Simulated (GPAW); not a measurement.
ScNbN:

```
Nb Sc N
1.0
     3.11097    0.00000    0.00000
    -1.55549    2.69418    0.00000
     0.00000    0.00000   10.35715
Nb Sc N
2 2 2
Direct
  0.33333 0.66667 0.24743
  0.66667 0.33333 0.75257
  0.00000 0.00000 0.00000
  0.00000 0.00000 0.50000
  0.33333 0.66667 0.62781
  0.66667 0.33333 0.37219
```

The cell comes from a database or a generator and needn't be the stable form of this composition.

Base run:

| Quantity | Value |
| --- | --- |
| Program | GPAW 26.7.0 |
| Functional | PBEsol |
| Potentials or basis | PAW data sets generated in the run's folder for this functional |
| Cutoff | 800 eV |
| Basis | pw |
| k mesh | 7 × 7 × 2 |
| Occupations | fermi-dirac, width 0.05 eV |
| Spin | no spin polarisation |

Its results: pressure -8.4 GPa; largest force 0.539 eV/Å.

Task: The run is repeated on the same cell with these changes: functional from PBEsol to LDA; potentials or basis from PAW data sets generated in the run's folder for this functional to the program's PAW data sets (release 1.2.1) made for this functional. What comes out?

Result: Pressure -13.2 GPa; largest force 0.754 eV/Å.
